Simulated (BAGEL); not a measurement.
# SiHSBr (SMILES S[Si]Br): HF/def2-SVPD (density fitting with qzvpp-jkfit)

What is the vertical electron affinity of SiHSBr at HF/def2-SVPD (density fitting with qzvpp-jkfit)? 

Program for the calculation: BAGEL 1.2.2.

### Step 1. The system as given

SiHSBr: 4 atoms, total charge 0, spin state singlet. As SMILES, `S[Si]Br`. The coordinates come from a PBE0-D4/def2-TZVP relaxation.

Bond lengths: S1–Si2 2.132 Å, Si2–Br3 2.258 Å, S1–H4 1.347 Å. Angles: S1–Si2–Br3 97.0°, Si2–S1–H4 93.1°.

### Step 2. The energy at HF/def2-SVPD (density fitting with qzvpp-jkfit)

Input file job.json:

```json
{ "bagel" : [

{
  "title" : "molecule",
  "basis" : "def2-svpd.json",
  "df_basis" : "qzvpp-jkfit",
  "angstrom" : "true",
  "geometry" : [
    { "atom" : "S", "xyz" : [   -0.100100,    0.958900,   -0.584700 ] },
    { "atom" : "Si", "xyz" : [   -0.298800,   -0.908900,    0.423800 ] },
    { "atom" : "Br", "xyz" : [    1.856500,   -1.105400,    1.067300 ] },
    { "atom" : "H", "xyz" : [   -1.402100,    0.995100,   -0.926700 ] }
  ]
},
{ "title" : "hf" },
{ "title" : "print", "file" : "orbitals.molden", "orbitals" : "true" }

]}
```

The basis set def2-SVPD is read from a file made from the Basis Set Exchange's data (not shown).

On the command line:

```
$ BAGEL_NUM_THREADS=1 BAGEL job.json > job.out
```

The log of the run:

```text
* using 1 threads per process

  ===============================================================
  ===============================================================

  *** Geometry ***

  { "atom" : "S", "xyz" : [     -0.189162,      1.812058,     -1.104923 ] },
  { "atom" : "Si", "xyz" : [     -0.564650,     -1.717572,      0.800866 ] },
  { "atom" : "Br", "xyz" : [      3.508277,     -2.088903,      2.016905 ] },
  { "atom" : "H", "xyz" : [     -2.649585,      1.880466,     -1.751209 ] },

  Number of auxiliary basis functions:      540

  Since a DF basis is specified, we compute 2- and 3-index integrals:
    o Being stored without compression. Storage requirement is 0.043 GB

  Number of basis functions:      100
  Number of electrons      :       66

    * METHOD: MOLECULE                             0.29

  *** RHF ***

  === Nuclear Repulsion ===
   273.9404626208

      * DIIS with orbital gradients will be used.

  === RHF iteration (def2-svpd.json) ===
      0      -3258.88525514          0.00970686           0.16
      1      -3258.96107244          0.00587439           0.15
      2      -3258.98480770          0.00108761           0.15
      3      -3258.98687324          0.00028499           0.15
      4      -3258.98703476          0.00010540           0.15
      5      -3258.98705799          0.00003368           0.15
      6      -3258.98706003          0.00000985           0.15
      7      -3258.98706018          0.00000341           0.15
      8      -3258.98706019          0.00000113           0.15
      9      -3258.98706020          0.00000039           0.15
     10      -3258.98706020          0.00000014           0.15
     11      -3258.98706020          0.00000006           0.15
     12      -3258.98706020          0.00000002           0.15
     13      -3258.98706020          0.00000001           0.15
    * SCF iteration converged.

    * Permanent dipole moment:
           (    0.755701,    -0.064691,     0.223241) a.u.

    * METHOD: HF                                   2.44

    * METHOD: PRINT                                0.02

  ===============================================================
```

Wall time 2.9 s (1 thread of Arm Neoverse V2, shared host); peak memory 0.16 GiB.

### Step 3. The doublet anion, same level

Input file input.json:

```json
{ "bagel" : [

{
  "title" : "molecule",
  "basis" : "def2-svpd.json",
  "df_basis" : "qzvpp-jkfit",
  "angstrom" : true,
  "geometry" : [
    { "atom" : "S", "xyz" : [   -0.100100,    0.958900,   -0.584700 ] },
    { "atom" : "Si", "xyz" : [   -0.298800,   -0.908900,    0.423800 ] },
    { "atom" : "Br", "xyz" : [    1.856500,   -1.105400,    1.067300 ] },
    { "atom" : "H", "xyz" : [   -1.402100,    0.995100,   -0.926700 ] }
  ]
},
{ "title" : "uhf", "charge" : -1, "nopen" : 1 },
{ "title" : "print", "file" : "orbitals.molden", "orbitals" : true }

]}
```

The basis set def2-SVPD is read from a file made from the Basis Set Exchange's data (not shown).

On the command line:

```
$ BAGEL_NUM_THREADS=1 BAGEL input.json > input.out
```

The log of the run:

```text
* using 1 threads per process

  ===============================================================
  ===============================================================

  *** Geometry ***

  { "atom" : "S", "xyz" : [     -0.189162,      1.812058,     -1.104923 ] },
  { "atom" : "Si", "xyz" : [     -0.564650,     -1.717572,      0.800866 ] },
  { "atom" : "Br", "xyz" : [      3.508277,     -2.088903,      2.016905 ] },
  { "atom" : "H", "xyz" : [     -2.649585,      1.880466,     -1.751209 ] },

  Number of auxiliary basis functions:      540

  Since a DF basis is specified, we compute 2- and 3-index integrals:
    o Being stored without compression. Storage requirement is 0.043 GB

  Number of basis functions:      100
  Number of electrons      :       66

    * METHOD: MOLECULE                             0.30

  *** Open-shell HF ***

  === Nuclear Repulsion ===
   273.9404626208

      * DIIS with orbital gradients will be used.

  === UHF iteration (def2-svpd.json) ===
      0      -3258.90709728          0.01714926           0.32
      1      -3258.98443845          0.00960176           0.32
      2      -3258.99964322          0.00452040           0.32
      3      -3259.00356237          0.00093726           0.33
      4      -3259.00428537          0.00026507           0.32
      5      -3259.00437607          0.00008268           0.32
      6      -3259.00440486          0.00003131           0.32
      7      -3259.00441266          0.00001664           0.32
      8      -3259.00441595          0.00000910           0.32
      9      -3259.00441768          0.00000355           0.32
     10      -3259.00441792          0.00000241           0.32
     11      -3259.00441806          0.00000162           0.32
     12      -3259.00441814          0.00000080           0.32
     13      -3259.00441816          0.00000030           0.32
     14      -3259.00441817          0.00000014           0.32
     15      -3259.00441817          0.00000007           0.32
     16      -3259.00441817          0.00000003           0.32
     17      -3259.00441817          0.00000002           0.32
     18      -3259.00441817          0.00000001           0.32
     19      -3259.00441817          0.00000001           0.32
    * SCF iteration converged.

    * S^2 (UHF) is 0.7833

    * Permanent dipole moment:
           (   -0.762220,    -0.142866,    -0.107338) a.u.

    * METHOD: UHF                                  6.72

    * METHOD: PRINT                                0.02

  ===============================================================
```

It took 7.2 s on 1 thread of Arm Neoverse V2, shared host; peak memory 0.16 GiB.

### Step 4. Summary of results

Level: HF/def2-SVPD (density fitting with qzvpp-jkfit).

| quantity | value |
| --- | --- |
| singlet SiHSBr: total energy | -3258.98706 Eh |
| singlet SiHSBr: dipole moment | 2.01 D |
| singlet SiHSBr: HOMO energy | -9.61 eV |
| singlet SiHSBr: LUMO energy | 0.42 eV |
| singlet SiHSBr: HOMO–LUMO gap | 10.03 eV |
| doublet anion: total energy | -3259.00442 Eh |
| doublet anion: ⟨S²⟩ | 0.783 |
| vertical electron affinity (to the doublet anion) | 0.472 eV |

What this shows: At fixed nuclei the extra electron is bound by 0.47 eV (10.9 kcal/mol).
